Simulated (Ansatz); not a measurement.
# BiOs (rocksalt): a single-point run

Wanted: a converged single-point run for BiOs (rocksalt), and a check of what comes out. The structure is shown as the input types it.

Method: DFT PBE, scalar-relativistic, plane waves, PAW, in Ansatz 0.2.0.

### Step 1. The starting structure

Symmetry: Fm-3m, No. 225, cubic system. Conventional cell: a = 5.592 Å, b = 5.592 Å, c = 5.592 Å, α = 90.00°, β = 90.00°, γ = 90.00°. Os (site symmetry m-3m) is surrounded by 6 Bi at 2.80 Å. Bi (site symmetry m-3m) has 6 Os at 2.80 Å in its first shell of neighbours.

Coordinates:

```
CELL_PARAMETERS angstrom
0.00000 2.79585 2.79585
2.79585 0.00000 2.79585
2.79585 2.79585 0.00000
ATOMIC_POSITIONS crystal
Os 0.50000 0.50000 0.50000
Bi 0.00000 0.00000 0.00000
```

### Step 2. The run

input.yaml reads:

```yaml
crystal:
  lattice:
    - [0.0, 2.7958475025, 2.7958475025]
    - [2.7958475025, 0.0, 2.7958475025]
    - [2.7958475025, 2.7958475025, 0.0]
  atoms:
    - { symbol: Os, position: [0.5, 0.5, 0.5], spin: 2.0 }
    - { symbol: Bi, position: [0.0, 0.0, 0.0] }
basis:
  ecutwfc: 420
  ecutrho_ratio: 4
kpoints:
  mp_grid: { grid: [10, 10, 10] }
hamiltonian:
  xc: pbe
scf:
  occupations: { method: gaussian, width: 0.05 }
  max_iter: 100
output:
  forces: true
  stress: true
```

Started as:

```bash
$ ansatz run input.yaml --threads 2 --pin off --max-ram 2662MiB --backend cpu --events-out ev --progress --plain --runs-dir out
```

**Question.** How will this run end, and is anything wrong with its input?

The run ended at the input check. The line that matters: «inconsistent input (magnetization.spin_polarized): false but per-atom `spin:`, `per_species`, `initial_magnetization`, `magnetic_field`, or `spin_locking` is set»

Moments need two spin channels, and the input asks for one.

Fix: switch spin polarisation on, or remove the moments.
